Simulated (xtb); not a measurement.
**GFN2-xTB (ALPB acetone, surface grid vtight) run of MoF6 (molybdenum hexafluoride)**

Aim: a structure relaxation of MoF6 (molybdenum hexafluoride). 

The results are computed with xtb 6.7.1 later snapshot.

2 further runs of the same task are left out: 2 set aside as unsound or not needed.

### Step 1. The system as given

MoF6 has 7 atoms, charge 0, and is taken as a singlet. As SMILES, `[F][Mo]([F])([F])([F])([F])[F]`. The shape was relaxed beforehand at GFN2-xTB. The run starts from this shape.

Bond lengths: Mo1–F2 1.737 Å, Mo1–F3 1.737 Å, Mo1–F4 1.737 Å, Mo1–F5 1.737 Å, Mo1–F6 1.737 Å, Mo1–F7 1.737 Å. Some angles: F2–Mo1–F3 180.0°, F2–Mo1–F4 90.0°, F2–Mo1–F5 90.0°, F2–Mo1–F6 90.0°, F2–Mo1–F7 90.0°, F3–Mo1–F4 90.0°, F3–Mo1–F5 90.0°, F3–Mo1–F6 90.0°, F3–Mo1–F7 90.0°, F4–Mo1–F5 180.0°.

### Step 2. A geometry optimisation at GFN2-xTB (ALPB acetone, surface grid vtight)

File xcontrol:

```
$gbsa
   gbsagrid=vtight
$end
```

File geom.xyz:

```xyz
7
F6Mo
Mo     0.00000     0.00000     0.00000
F     -0.01604    -0.00851     1.73654
F      0.01604     0.00851    -1.73654
F      1.73655     0.00479     0.01607
F     -1.73656    -0.00477    -0.01606
F     -0.00486     1.73660     0.00847
F      0.00487    -1.73660    -0.00846
```

Command:

```sh
xtb geom.xyz -o -I xcontrol --gfn 2 --alpb acetone > out.txt
```

Q: Predict the results. Wanted: total energy at the end; dipole moment; HOMO energy; LUMO energy; HOMO–LUMO gap; dispersion energy; solvent term in the energy; mean polarisability.

Computed results:

At GFN2-xTB (ALPB acetone, surface grid vtight):

| quantity | value |
| --- | --- |
| total energy at the end | -30.79028 Eh |
| dipole moment | 0.00 D |
| HOMO energy | -15.08 eV |
| LUMO energy | -9.24 eV |
| HOMO–LUMO gap | 5.84 eV |
| dispersion energy | -12.32 kJ/mol |
| solvent term in the energy | -18.5 kJ/mol |
| mean polarisability (D4 model) | 60.3 bohr³ |

What this shows: At the final geometry: Bond lengths: Mo1–F2 1.733 Å, Mo1–F3 1.733 Å, Mo1–F4 1.733 Å, Mo1–F5 1.733 Å, Mo1–F6 1.733 Å, Mo1–F7 1.733 Å. Some angles: F2–Mo1–F3 180.0°, F2–Mo1–F4 90.0°, F2–Mo1–F5 90.0°, F2–Mo1–F6 90.0°, F2–Mo1–F7 90.0°, F3–Mo1–F4 90.0°, F3–Mo1–F5 90.0°, F3–Mo1–F6 90.0°, F3–Mo1–F7 90.0°, F4–Mo1–F5 180.0°. The optimisation took 4 steps and changed the energy by -0.001 eV. Mulliken charges run from -0.28 on F2 to +1.67 on Mo1.
